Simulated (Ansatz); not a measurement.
**Na (bcc type): a single-point run**

The task is a single-point run on Na (bcc type).

Computed with Ansatz 0.2.0 (DFT, PBEsol, all-electron LAPW, scalar-relativistic, unless a step's input says otherwise).

### 1 Starting point

It takes space group Im-3m (No. 229, cubic). Conventional cell: a = 3.309 Å, b = 3.309 Å, c = 3.309 Å, α = 90.00°, β = 90.00°, γ = 90.00°. Na (site symmetry m-3m) is surrounded by 8 Na at 2.87 Å.

Structure file:

```xyz
1
Lattice="-1.6547 1.6547 1.6547 1.6547 -1.6547 1.6547 1.6547 1.6547 -1.6547" Properties=species:S:1:pos:R:3 pbc="T T T"
Na    0.0000    0.0000    0.0000
```

### 2 Running it

Input file input.yaml:

```yaml
crystal:
  lattice:
    - [-1.6547004018, 1.6547004018, 1.6547004018]
    - [1.6547004018, -1.6547004018, 1.6547004018]
    - [1.6547004018, 1.6547004018, -1.6547004018]
  atoms:
    - { symbol: Na, position: [0.0, 0.0, 0.0] }
kpoints:
  mp_grid: { grid: [13, 13, 13] }
scf:
  occupations: { method: fermi_dirac, width: 0.3 }
  n_extra_bands: 0
  max_iter: 80
hamiltonian:
  xc: pbesol
  pseudopotentials: { kind: all_electron, lapw: { basis_error: 0.001 } }
output:
  forces: true
  stress: true
  eigenvalues: true
  populations: true
```

Run with:

```bash
$ ansatz run input.yaml --threads 1 --pin off --max-ram 2048MiB --backend cpu --events-out ev --progress --plain --runs-dir out
```

Q: Will this input give a usable result? If not, why, and what should change?

The run ended at the input check. It says: «inconsistent input (scf.n_extra_bands, scf.occupations.method): n_bands = 5 leaves no empty band above the 5 bands per channel that the deck's 9 electrons occupy ...»

The suspect setting: scf.occupations.width is 0.3; scf.n_extra_bands is 0. There are no spare bands for the search of the Fermi level.

Remedy: delete scf.n_extra_bands (the default then holds) and set scf.occupations.width to 0.05.
